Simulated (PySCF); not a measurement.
# C2H7BN2: the cost of one run

The runs use PySCF 2.14.0, with density-fitted response routines of our own; the level of theory stands in each step. All values are computed, except where a source is named. Atoms are numbered from 0 throughout.

### Step 1. The molecule as given

12 atoms, charge 0, multiplicity 1; geometry from: GFN2-xTB. The atoms were then displaced at random by about 0.01 Å, so the start is not that level's minimum.

Bonds of the start (Å): C0–C1 1.45, C1–N2 1.16, N2–B3 1.50, B3–N4 1.49, C0–H5 1.12, C0–H6 1.09, C0–H7 1.07, B3–H8 1.19, B3–H9 1.21, N4–H10 0.99, N4–H11 1.02.

### Step 2. Relaxing the molecule at PBE0-D3(BJ)/def2-SVP

The job: settings as JSON, then the geometry in Å.

```
{"job": {"xc": "PBE0", "basis": "def2-SVP", "d3": "d3bj", "grid": 1, "shake": 0.01, "kind": "geom"}, "charge": 0, "multiplicity": 1}
C      2.323510     0.340960     0.169810
C      0.959540    -0.087340     0.414880
N     -0.135070    -0.435760     0.596340
B     -1.617640    -0.607230     0.426740
N     -2.005780     0.187640    -0.777050
H      2.277130     1.244910    -0.489230
H      2.795500     0.632430     1.105800
H      2.889550    -0.421340    -0.322120
H     -1.787690    -1.774630     0.292360
H     -2.104940    -0.180930     1.452100
H     -1.654380    -0.123350    -1.646500
H     -1.900050     1.196360    -0.688030
```

The run is started by

```bash
$ OMP_NUM_THREADS=1 python probes_run.py task.json out
```

One launch serves the whole session: the jobs run in the order shown.

**Question.** How long does this first job take on 1 thread of Arm Neoverse V1, shared host, and how much memory does it need?

About 50 s, with a peak of 0.41 GiB.
